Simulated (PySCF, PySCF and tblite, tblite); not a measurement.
# C10H12O: conformers and averaged spectra, part 3 of 3

PySCF and tblite. Atoms count from 0.

### Step 9. Shieldings, conformer 5: PBE0/6-31G*

Job settings and geometry (Å):

```
{"job": {"xc": "PBE0", "basis": "6-31G*", "kind": "nmr", "pop": false}, "charge": 0, "multiplicity": 1}
C      2.669934     0.899606     0.192365
C      2.751586    -0.620576     0.134495
C      1.400702    -1.281222     0.435137
C      0.413546    -1.005496    -0.682926
O      0.640802    -1.368753    -1.816098
C     -0.854884    -0.306000    -0.347250
C     -0.981301     0.596341     0.706403
C     -2.190971     1.223466     0.943186
C     -3.289339     0.951615     0.143901
C     -3.171523     0.062140    -0.912035
C     -1.960844    -0.553668    -1.161112
H      3.638440     1.338471    -0.035749
H      2.372780     1.233543     1.184966
H      1.946624     1.271261    -0.530693
H      3.071308    -0.930644    -0.861900
H      3.491654    -0.974841     0.855277
H      1.018270    -0.961133     1.402757
H      1.543210    -2.364761     0.463558
H     -0.132853     0.838382     1.327430
H     -2.278026     1.929031     1.756587
H     -4.233703     1.437462     0.340400
H     -4.022965    -0.145576    -1.542916
H     -1.847199    -1.241663    -1.985703
```

What it wrote:

```text
coarse grid: 19392 points
cycle   1  E = -462.9030686362  dE =  1.803e+00  |g| = 8.394e-01  |ddm| = 4.650e+00
cycle   2  E = -462.5278138039  dE =  3.753e-01  |g| = 1.611e+00  |ddm| = 2.449e+00
cycle   3  E = -463.0473859798  dE = -5.196e-01  |g| = 2.264e-01  |ddm| = 1.835e+00
cycle   4  E = -463.0595459053  dE = -1.216e-02  |g| = 5.935e-02  |ddm| = 2.945e-01
cycle   5  E = -463.0602802271  dE = -7.343e-04  |g| = 2.225e-02  |ddm| = 7.455e-02
cycle   6  E = -463.0604022606  dE = -1.220e-04  |g| = 7.095e-03  |ddm| = 2.799e-02
cycle   7  E = -463.0604155801  dE = -1.332e-05  |g| = 1.903e-03  |ddm| = 8.676e-03
cycle   8  E = -463.0604164189  dE = -8.388e-07  |g| = 5.071e-04  |ddm| = 2.678e-03
final grid: 187752 points
cycle   9  E = -462.9624965302  dE = -4.479e-05  |g| = 1.232e-02  |ddm| = 3.901e-02
cycle  10  E = -462.9624415842  dE =  5.495e-05  |g| = 2.068e-02  |ddm| = 3.016e-02
cycle  11  E = -462.9625310096  dE = -8.943e-05  |g| = 3.689e-03  |ddm| = 2.033e-02
cycle  12  E = -462.9625338761  dE = -2.867e-06  |g| = 3.743e-04  |ddm| = 3.454e-03
cycle  13  E = -462.9625339037  dE = -2.755e-08  |g| = 1.841e-04  |ddm| = 5.953e-04
cycle  14  E = -462.9625339128  dE = -9.134e-09  |g| = 5.302e-05  |ddm| = 2.580e-04
cycle  15  E = -462.9625339136  dE = -7.319e-10  |g| = 1.560e-05  |ddm| = 6.918e-05
converged SCF energy = -462.9625339136

GIAO shielding tensors (ppm)
atom      isotropic    diamagn.    paramagn.     s11        s22        s33       span
  0 C      180.671     249.518     -68.847    169.653    180.079    192.281     22.628
  1 C      172.081     240.516     -68.435    166.485    168.739    181.019     14.534
  2 C      156.420     252.754     -96.334    139.275    158.757    171.228     31.953
  3 C        0.071     247.436    -247.365    -74.683    -35.127    110.023    184.706
  4 O     -251.870     399.382    -651.252   -823.264   -327.379    395.034   1218.299
  5 C       61.873     256.289    -194.417    -15.987     29.846    171.760    187.747
  6 C       73.659     264.778    -191.120    -14.289     48.128    187.137    201.426
  7 C       74.564     257.738    -183.174    -21.738     59.259    186.172    207.910
  8 C       70.345     255.947    -185.602    -28.477     52.565    186.946    215.423
  9 C       73.675     256.797    -183.122    -22.192     56.849    186.367    208.560
 10 C       71.653     259.953    -188.300    -22.830     47.966    189.824    212.654
 11 H       31.205      30.025       1.179     26.352     28.790     38.472     12.121
 12 H       31.287      31.558      -0.271     27.448     29.867     36.546      9.098
 13 H       31.274      31.790      -0.516     27.734     31.644     34.445      6.711
 14 H       29.980      29.314       0.666     25.478     28.672     35.789     10.312
 15 H       30.620      29.064       1.556     26.194     29.019     36.647     10.454
 16 H       29.184      33.777      -4.593     26.302     28.831     32.418      6.116
 17 H       29.993      30.840      -0.847     26.692     28.165     35.122      8.430
 18 H       24.498      36.148     -11.650     20.455     23.011     30.028      9.573
 19 H       24.861      29.698      -4.838     21.117     25.146     28.319      7.202
 20 H       24.790      25.961      -1.171     21.435     25.175     27.761      6.326
 21 H       24.817      26.746      -1.929     21.151     25.494     27.806      6.655
 22 H       24.302      31.773      -7.471     20.146     24.043     28.717      8.571
```

Run time: 32 s. Hardware: 1 thread of Intel Xeon 6975P-C, shared host; peak memory 0.92 GiB.

This run: HOMO -6.91 eV, LUMO -1.23 eV; dipole 2.71 D.

### Step 10. Boltzmann average: properties at PBE0/6-31G*

Job settings and geometry (Å):

```
{"job": {"study": "conf", "smiles": "CCCC(=O)c1ccccc1", "search": {"seed": 982, "n_embed": 150, "ff_keep": 22, "window": 3.0, "nmax": 10, "temps": [180, 230, 298.15, 330, 400], "t_ref": 298.15, "order": 0.002}, "level": {"nmr": {"xc": "PBE0", "basis": "6-31G*"}}, "kind": "conf"}, "charge": 0, "multiplicity": 1}
C      3.325000     0.161977    -1.039493
C      2.865054     0.392284     0.394648
C      1.365952     0.678516     0.470517
C      0.524673    -0.558975     0.227100
O      1.009898    -1.665740     0.152576
C     -0.944762    -0.357236     0.096400
C     -1.714352    -1.459184    -0.279681
C     -3.084389    -1.353102    -0.415252
C     -3.709222    -0.140638    -0.172059
C     -2.956719     0.959813     0.206015
C     -1.584143     0.857438     0.339223
H      4.393138    -0.039204    -1.067485
H      3.123877     1.037895    -1.654064
H      2.804400    -0.690480    -1.467506
H      3.083413    -0.496153     0.989282
H      3.412346     1.234377     0.824270
H      1.093452     1.444935    -0.258179
H      1.109411     1.052472     1.465869
H     -1.209004    -2.396184    -0.461698
H     -3.667032    -2.213971    -0.708182
H     -4.780815    -0.052429    -0.274331
H     -3.444128     1.904315     0.399117
H     -1.020799     1.726262     0.642051
```

What it wrote:

```text
conformer  sym    E(xTB)   E(DFT)   G(298.15 K)  weight  dipole/D
    1     Cs      0.000    0.000    0.067   0.4441    2.748
    2     C1      0.369    0.046    0.000   0.4970    2.774
    3     C1      0.079    1.655    1.940   0.0188    3.039
    4     C1      0.304    1.504    1.681   0.0291    3.031
    5     C1      1.083    2.010    2.260   0.0110    2.707

mean shielding (ppm) by class
class atoms           180 K      230 K   298.15 K      330 K      400 K
  0 C  0            181.024     181.02     181.01    181.005    180.995
  1 C  1            177.014     176.96    176.826     176.75    176.578
  2 C  2             155.58    155.588    155.566     155.55    155.509
  3 C  3              7.388      7.309      7.139      7.046      6.834
  4 O  4           -233.418    -233.83   -234.788   -235.315   -236.509
  5 C  5              66.65     66.622     66.573     66.546     66.484
  6 C  6,10          72.621     72.618      72.61     72.607     72.599
  7 C  7,9           73.968     73.968     73.967     73.966     73.965
  8 C  8             69.686     69.695     69.715     69.725     69.749
  9 H  11,12,13      31.349     31.349      31.35     31.351     31.352
 10 H  14,15         30.428     30.431     30.434     30.436     30.439
 11 H  16,17         29.426     29.428     29.433     29.435     29.441
 12 H  18,22         24.149     24.153     24.162     24.166     24.177
 13 H  19,21         24.828     24.828     24.828     24.828     24.829
 14 H  20            24.776     24.776     24.776     24.777     24.777
```

Run time: 2.9 min. Hardware: 1 thread of Intel Xeon 6975P-C, shared host. This counts the runs that the step sums up.

The search (ETKDG, MMFF94s, GFN2-xTB) embedded 150 structures, kept 5 distinct ones after the force field and 5 after xTB; 5 were carried on (window 3.0 kcal/mol at the search's own energies). Energies: PBE0/6-31G* with D3(BJ).

The conformers at 298 K:

| no. | group | mirror pair | ΔE xTB | ΔE DFT | ΔG | weight (%) | μ (D) | C0–C1–C2–C3 (°) | C1–C2–C3–O4 (°) | O4–C3–C5–C6 (°) | A, B, C (GHz) |
| --- | --- | --- | --- | --- | --- | --- | --- | --- | --- | --- | --- |
| 1 | Cs | no | 0.00 | 0.00 | 0.07 | 44.4 | 2.75 | -180 | 0 | 0 | 2.92, 0.55, 0.47 |
| 2 | C1 | yes | 0.37 | 0.05 | 0.00 | 49.7 | 2.77 | 73 | 9 | -8 | 2.90, 0.59, 0.52 |
| 3 | C1 | yes | 0.08 | 1.66 | 1.94 | 1.9 | 3.04 | -61 | 120 | 152 | 1.92, 0.75, 0.68 |
| 4 | C1 | yes | 0.30 | 1.50 | 1.68 | 2.9 | 3.03 | 180 | 112 | 159 | 1.92, 0.71, 0.57 |
| 5 | C1 | yes | 1.08 | 2.01 | 2.26 | 1.1 | 2.71 | 68 | 60 | -153 | 2.24, 0.70, 0.58 |

Energies in kcal/mol. ΔG holds xTB vibrations and rotation, symmetry numbers and mirror pairs.

Weights (%) by temperature:

| no. | 180 K | 230 K | 298 K | 330 K | 400 K |
| --- | --- | --- | --- | --- | --- |
| 2 | 49.3 | 50.1 | 49.7 | 49.2 | 47.8 |
| 1 | 49.8 | 47.4 | 44.4 | 43.1 | 40.5 |
| 4 | 0.5 | 1.3 | 2.9 | 3.7 | 5.4 |
| 3 | 0.3 | 0.8 | 1.9 | 2.4 | 3.7 |
| 5 | 0.1 | 0.4 | 1.1 | 1.5 | 2.5 |

How the weights hang on the way they are made:

| scheme | 2 | 1 | 4 | 3 | 5 | mean μ (D) |
| --- | --- | --- | --- | --- | --- | --- |
| DFT free energy | 50 | 44 | 3 | 2 | 1 | 2.77 |
| DFT energy, symmetry counted | 58 | 31 | 5 | 4 | 2 | 2.79 |
| DFT energy alone | 44 | 48 | 4 | 3 | 2 | 2.78 |
| xTB energy, symmetry counted | 20 | 19 | 22 | 33 | 6 | 2.91 |
| xTB free energy | 23 | 35 | 17 | 21 | 4 | 2.86 |
| lowest conformer only | 100 | 0 | 0 | 0 | 0 | 2.77 |
| equal weights | 20 | 20 | 20 | 20 | 20 | 2.86 |
| conformers found from three starts alone | 96 | 0 | 0 | 4 | 0 | 2.78 |

Shifts against references run at the same level (17O H2O 326.0, 1H TMS 32.41, 13C TMS 196.4 ppm of shielding), by class of atoms, at 298 K:

| atoms | environment | no. 2 | no. 1 | no. 4 | average |
| --- | --- | --- | --- | --- | --- |
| C3 | ketone carbonyl carbon | 188.8 | 189.1 | 192.8 | 189.2 |
| C5 | substituted aromatic carbon | 130.0 | 129.4 | 129.9 | 129.8 |
| C8 | aromatic CH | 126.7 | 126.7 | 126.2 | 126.7 |
| C6, C10 | aromatic CH | 123.8 | 123.8 | 124.2 | 123.8 |
| C7, C9 | aromatic CH | 122.4 | 122.4 | 122.5 | 122.4 |
| C2 | sp3 CH2 α to a carbonyl | 39.7 | 41.9 | 43.6 | 40.8 |
| C1 | sp3 CH2 | 18.7 | 19.9 | 24.2 | 19.6 |
| C0 | methyl carbon | 15.3 | 15.4 | 16.7 | 15.4 |
| H18, H22 | hydrogen on an aromatic CH | 8.26 | 8.27 | 8.04 | 8.25 |
| H20 | hydrogen on an aromatic CH | 7.64 | 7.63 | 7.62 | 7.64 |
| H19, H21 | hydrogen on an aromatic CH | 7.59 | 7.58 | 7.57 | 7.58 |
| H16, H17 | hydrogen on an sp3 CH2 α to a carbonyl | 2.99 | 2.98 | 2.84 | 2.98 |
| H14, H15 | hydrogen on an sp3 CH2 | 1.96 | 2.01 | 1.80 | 1.98 |
| H11, H12, H13 | hydrogen on a methyl carbon | 1.05 | 1.08 | 1.14 | 1.06 |
| O4 | ketone oxygen | 555.6 | 562.5 | 585.0 | 560.7 |

Effective distances for nuclear Overhauser effects, ⟨r⁻⁶⟩^(−1/6) over all pairs of two classes (Å): H19···H20 2.47; H11···H14 2.60; H14···H16 2.62; H16···H18 2.63; H18···H19 2.75; H11···H16 3.00; H14···H18 4.46; H11···H18 4.98.

### Step 11. Outcome

The summary covers parts 1 to 3.

| quantity | value |
| --- | --- |
| conformers | 5; the first in weight is no. 2 (C1), 50 % at 298 K |
| root-mean-square dipole | 2.77 D |
| averaged 13C shifts (PBE0/6-31G*) | 189.2, 129.8, 126.7, 123.8, 122.4, 40.8, 19.6, 15.4 ppm |
| averaged 1H shifts (PBE0/6-31G*) | 8.25, 7.64, 7.58, 2.98, 1.98, 1.06 ppm |

At 298 K conformer 2 holds 50 % of the ensemble (49 % at 180 K, 48 % at 400 K). Among conformers over 5 %, C2 differs by 2.2 ppm, while the average moves by 0.1 ppm from 180 to 400 K.
